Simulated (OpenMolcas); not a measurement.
# One shape, several levels: CH5FOSn (SMILES [CH3][SnH]([OH])[F])

We compute a comparison of 6 runs (B2PLYP/def2-SVP, B3LYP/def2-SVP, BHLYP/def2-SVP, M06-2X/def2-SVP, SVWN5/def2-SVP, MP2/def2-SVP) of CH5FOSn. 

The calculation is run with OpenMolcas 26.06.

### 1 Starting point

The species is CH5FOSn (9 atoms), meant as a singlet with charge 0. As SMILES, `[CH3][SnH]([OH])[F]`. The Sn2–F4 distance was set to 2.507 Å, away from the relaxed value.

Bond lengths: C1–Sn2 2.120 Å, Sn2–O3 1.954 Å, C1–H5 1.090 Å, C1–H6 1.090 Å, C1–H7 1.090 Å, Sn2–H8 1.697 Å, O3–H9 0.960 Å. Angles: C1–Sn2–O3 112.2°, C1–Sn2–H8 121.5°, O3–Sn2–H8 105.6°, Sn2–C1–H5 109.8°, Sn2–C1–H6 110.0°, Sn2–C1–H7 108.7°, Sn2–O3–H9 113.8°, H5–C1–H6 109.6°, H5–C1–H7 109.3°, H6–C1–H7 109.5°.

### 2 A single-point energy at B2PLYP/def2-SVP (core potential) (run 1)

Contents of test.inp:

```
&GATEWAY
 BasLib = $CurrDir
 Coord
 9
 angstrom
 C       -0.245395       1.572492       0.338083
 Sn      -0.168595      -0.505808       0.748283
 O        1.630005      -1.094808       1.235683
 F       -0.613200      -1.596000      -1.464600
 H       -1.259095       1.854992       0.054883
 H        0.059005       2.136992       1.219183
 H        0.432405       1.790692      -0.486917
 H       -1.206095      -1.225408       1.882483
 H        2.280305      -0.966808       0.541283
 Basis = def2-SVP
 Group = NoSym

&SEWARD
 GridInput
 Grid=UltraFine
 End of Grid

&SCF
 KSDFT = B2PLYP_SCF
 Thresholds = 1e-10 1e-07 1e-07 1e-05
 PrOrbitals = 1 1

&MBPT2
 Frozen = 7
```

The basis set def2-SVP is read from a file made from the Basis Set Exchange's data (not shown).

Command:

```sh
$ export MOLCAS_MEM=1860
$ pymolcas test.inp > test.log
```

The program printed:

```text
--- Start Module: gateway ---
[...]
--- Stop Module: gateway /rc=_RC_ALL_IS_WELL_ ---
[...]
      Basis functions           93
[...]
--- Start Module: scf ---
[...]
       Convergence after  16 Iterations
[...]
::    Total KS-DFT energy                            -429.5981304553
[...]
      Total spin, S                                     0.0000000000
[...]
      Total electronic charge=   50.000000
      Total            charge=   -0.000000
[...]
      Dipole Moment (debye):
      Origin of the operator (angstrom)=   -0.0490   -0.5001    0.5174
                   X=  3.3397E-01               Y=  4.2803E+00               Z=  3.1485E+00           Total=  5.3241E+00
      Quadrupole Moment (debye*angstrom):
[...]
--- Stop Module: scf /rc=_RC_ALL_IS_WELL_ ---
[...]
--- Start Module: mbpt2 ---
[...]
 ###    WARNING: MP2 implementation intended for RHF references only         ###
 ###############################################################################
MBPT2 WARNING: Reference function according to RunFile:KS-DFT
I'll assume you know what you're doing and continue
WARNING!
Default frozen orbitals as non valence orbitals is overwritten by user input.
Default values:   3
[...]
       Reference weight ( Cref**2 )         =        0.75455
::    Total MBPT2 energy                             -430.3977175687
[...]
      Total MBPT2 calculations                           0.42      0.49
--- Stop Module: mbpt2 /rc=_RC_ALL_IS_WELL_ ---
[...]
```

It took 28 s on 1 thread of AMD EPYC 7R43 (Zen 3), shared host; peak memory 0.51 GiB.

### 3 The energy at B3LYP/def2-SVP (core potential) (run 2)

Contents of run.inp:

```
>>> EXPORT MOLCAS_PRINT=2

&GATEWAY
 BASLIB=$CurrDir
 COORD
 9
 bohr
 C     -0.46372934     2.97157921     0.63888428
 Sn    -0.31859838    -0.95583859     1.41404993
 O      3.08026303    -2.06888728     2.33510245
 F     -1.15878006    -3.01600289    -2.76769288
 H     -2.37934471     3.50542684     0.10371384
 H      0.11150329     4.03832961     2.30392197
 H      0.81712702     3.38391745    -0.92013978
 H     -2.27918923    -2.31568551     3.55737730
 H      4.30915193    -1.82700234     1.02287663
 BASIS=def2-SVP
 GROUP=NoSym

&SEWARD
 GRIDINPUT
 Grid=UltraFine
 End of Grid

&SCF
 KSDFT=B3LYP
 THRESHOLDS=1e-10 1e-07 1e-07 1e-05
 PRORBITALS=1 1
```

The basis set def2-SVP is read from a file made from the Basis Set Exchange's data (not shown).

Command:

```sh
$ export MOLCAS_MEM=1860
$ pymolcas run.inp > run.log
```

The program printed:

```text
--- Start Module: gateway ---
[...]
--- Stop Module: gateway /rc=_RC_ALL_IS_WELL_ ---
--- Start Module: seward ---
[...]
      Basis functions           93
--- Stop Module: seward /rc=_RC_ALL_IS_WELL_ ---
[...]
--- Start Module: scf ---
[...]
       Convergence after  20 Iterations
[...]
::    Total KS-DFT energy                            -430.3535498419
[...]
      Total spin, S                                     0.0000000000
[...]
      Total electronic charge=   50.000000
      Total            charge=   -0.000000
[...]
      Dipole Moment (debye):
      Origin of the operator (angstrom)=   -0.0490   -0.5001    0.5174
                   X=  4.2925E-01               Y=  3.9927E+00               Z=  2.7923E+00           Total=  4.8911E+00
      Quadrupole Moment (debye*angstrom):
[...]
--- Stop Module: scf /rc=_RC_ALL_IS_WELL_ ---
[...]
```

Wall time 35 s (1 thread of AMD EPYC 7R43 (Zen 3), shared host); peak memory 0.51 GiB.

Runs 3 to 5 aren't shown in full; the table further down has their settings and results.

### 4 The energy at MP2/def2-SVP (core potential) (run 6)

Contents of geom.xyz:

```xyz
9

C     -0.245395     1.572492     0.338083
Sn    -0.168595    -0.505808     0.748283
O      1.630005    -1.094808     1.235683
F     -0.613200    -1.596000    -1.464600
H     -1.259095     1.854992     0.054883
H      0.059005     2.136992     1.219183
H      0.432405     1.790692    -0.486917
H     -1.206095    -1.225408     1.882483
H      2.280305    -0.966808     0.541283
```

Contents of test.inp:

```
&GATEWAY
 BASLIB=$CurrDir
 COORD=geom.xyz
 BASIS=def2-SVP
 GROUP=NoSym

&SEWARD

&SCF
 THRESHOLDS=1e-10 1e-07 1e-07 1e-05
 PRORBITALS=1 2

&MBPT2
 FROZEN=7
```

The basis set def2-SVP is read from a file made from the Basis Set Exchange's data (not shown).

Command:

```sh
$ export MOLCAS_MEM=1860
$ pymolcas test.inp > test.log
```

The program printed:

```text
--- Start Module: gateway ---
[...]
--- Stop Module: gateway /rc=_RC_ALL_IS_WELL_ ---
[...]
      Basis functions           93
[...]
--- Start Module: scf ---
[...]
       Convergence after  15 Iterations
[...]
::    Total SCF energy                               -428.2147150268
[...]
      Total spin, S                                     0.0000000000
[...]
      Total electronic charge=   50.000000
      Total            charge=   -0.000000
[...]
      Dipole Moment (debye):
      Origin of the operator (angstrom)=   -0.0490   -0.5001    0.5174
                   X=  2.6230E-01               Y=  4.6263E+00               Z=  3.5669E+00           Total=  5.8476E+00
      Quadrupole Moment (debye*angstrom):
[...]
--- Stop Module: scf /rc=_RC_ALL_IS_WELL_ ---
[...]
--- Start Module: mbpt2 ---
[...]
WARNING!
Default frozen orbitals as non valence orbitals is overwritten by user input.
Default values:   3
[...]
       Reference weight ( Cref**2 )         =        0.83668
::    Total MBPT2 energy                             -428.8600727137
[...]
      Total MBPT2 calculations                           0.73      0.87
--- Stop Module: mbpt2 /rc=_RC_ALL_IS_WELL_ ---
[...]
```

Run time: 16 s. Hardware: 1 thread of AMD EPYC 7R43 (Zen 3), shared host; peak memory 0.51 GiB.

### 5 Overview of the runs

```tsv
run	level	frozen core orbitals	integration grid	energy (Eh)	dipole moment (D) of the reference	HOMO energy (eV)	LUMO energy (eV)	wall time
1	B2PLYP/def2-SVP (core potential)	7	UltraFine	-429.814019	5.32	-9.65	-0.63	28 s
2	B3LYP/def2-SVP (core potential)	–	UltraFine	-430.353550	4.89	-7.44	-2.11	35 s
3	BHLYP/def2-SVP (core potential)	–	UltraFine	-430.095685	5.31	-9.68	-0.98	28 s
4	M06-2X/def2-SVP (core potential)	–	UltraFine	-430.118323	5.18	-9.71	-0.78	39 s
5	SVWN5/def2-SVP (core potential)	–	UltraFine	-428.375746	4.64	-5.96	-2.93	45 s
6	MP2/def2-SVP (core potential)	7	–	-428.860073	5.85	-12.23	1.57	16 s
```

### 6 Outcome

```
                                          quantity          value
                               run 6: total energy  -428.86007 Eh
         run 6: dipole moment (mean-field density)         5.85 D
        run 6: HOMO energy (Hartree–Fock orbitals)      -12.23 eV
        run 6: LUMO energy (Hartree–Fock orbitals)        1.57 eV
      run 6: HOMO–LUMO gap (Hartree–Fock orbitals)       13.80 eV
run 6: correlation energy (7 core orbitals frozen)     -645.4 mEh
```

What this shows: Over runs 1, 2, 3, 4, 5 the dipole moment (its size) runs from 4.64 D (SVWN5/def2-SVP) to 5.32 D (B2PLYP/def2-SVP). A double hybrid's value is that of its SCF part. Over runs 1, 2, 3, 4, 5 the HOMO–LUMO gap runs from 3.03 eV (SVWN5/def2-SVP) to 9.01 eV (B2PLYP/def2-SVP). For B2PLYP the log adds the whole second-order term; the table takes 0.27 of it, as the functional is defined. Totals of different functionals can't be ranked against each other. All runs together took 3.2 min, the longest 45 s.
